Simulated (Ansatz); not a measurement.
# TaRu (Pm-3m): scan of the axial ratio at fixed volume from a Python script

A script is to give a scan of the axial ratio at fixed volume; the system is TaRu (Pm-3m).

Computed with Ansatz 0.2.0 through its Python package. Level of theory: DFT r2SCAN, plane waves, PAW.

## Step 1: Starting point

The structure is cubic, space group Pm-3m (No. 221). Conventional cell: a = 3.187 Å, b = 3.187 Å, c = 3.187 Å, α = 90.00°, β = 90.00°, γ = 90.00°. Ta (site symmetry m-3m) has 8 Ru at 2.76 Å as nearest neighbours. Ru (site symmetry m-3m) has 8 Ta at 2.76 Å as nearest neighbours.

No structure file is read: the coordinates are typed or built in the script.

## Step 2: Script

File taru.py:

```python
"""c/a scan of TaRu at constant volume."""

import warnings

import ansatz
import matplotlib.pyplot as plt
import numpy as np

vectors0 = np.array([
    [3.187, 0.0, 0.0],
    [0.0, 3.187, 0.0],
    [0.0, 0.0, 3.187],
])
sites = [
    ("Ta", (0.5, 0.5, 0.5)),
    ("Ru", (0.0, 0.0, 0.0)),
]


def make_crystal(cell):
    crystal = ansatz.Crystal(lattice=ansatz.Lattice.of(cell))
    for symbol, position in sites:
        crystal = crystal.atom(symbol, position)
    return crystal


def main() -> None:
    warnings.simplefilter("ignore", ansatz.DeckWarning)

    # stretch z by the ratio to the power 2/3 and shrink x and y to keep the volume
    values = np.linspace(0.85, 1.15, 9)
    energies = []
    for ratio in values:
        cell = vectors0 * np.array([ratio ** (-1 / 3), ratio ** (-1 / 3), ratio ** (2 / 3)])
        job = (
            make_crystal(cell).calculation()
            .functional("r2SCAN")
            .occupations("Methfessel-Paxton", width=0.15)
            .kpoints(10, 10, 10)
        )
        energies.append(job.run().report["free_energy_ev"] / len(sites))
        print(f"ratio {ratio:.3f}  F = {energies[-1]:.5f} eV/atom")
    energies = np.array(energies)

    for value, e in zip(values, energies):
        print(f"ratio {value:7.3f}   E - Emin = {1000 * (e - energies.min()):9.3f} meV/atom")
    plt.figure(figsize=(4.5, 3))
    plt.plot(values, 1000 * (energies - energies.min()), "o-")
    plt.xlabel("ratio")
    plt.ylabel("meV/atom")
    plt.tight_layout()
    plt.savefig("ca.png", dpi=100)
    best = int(np.argmin(energies))
    if 0 < best < len(values) - 1:
        a, b, _ = np.polyfit(values[best - 1 : best + 2], energies[best - 1 : best + 2], 2)
        print(f"minimum at {-b / (2 * a):.4f} times the starting ratio")
    else:
        print("the minimum lies at or beyond the end of the scan")


if __name__ == "__main__":
    main()
```

## Step 3: Launch

On the command line:

```bash
$ python taru.py
```

Without the output at hand: what should come out? Wanted: best axial ratio, against the start; range of energy; lowest point, c/a.

The runs gave:

| quantity | value |
| --- | --- |
| best axial ratio, against the start | 1.1210 |
| runs compared | 9 |
| range of energy | 103.06 meV/atom |
| lowest point, c/a | 1.1125 |

What this shows: The lowest point, at 1.1125, lies inside the range. The ends stand 103 and 3.38 meV/atom above it. Notes:
- Total energies depend on the potentials; only differences at equal settings carry meaning.
- Spin-orbit coupling, which matters for elements this heavy, is left out.
- The structure is a deposited one; the phase is the one named, whichever is stable at ambient conditions.
- The ratio is c/a at fixed volume, with fractional positions held, so the curve is too stiff where atoms have free coordinates. Where the curve spans only a few meV an atom, the mesh's noise shapes it; in a cubic cell symmetry fixes an extremum at 1.
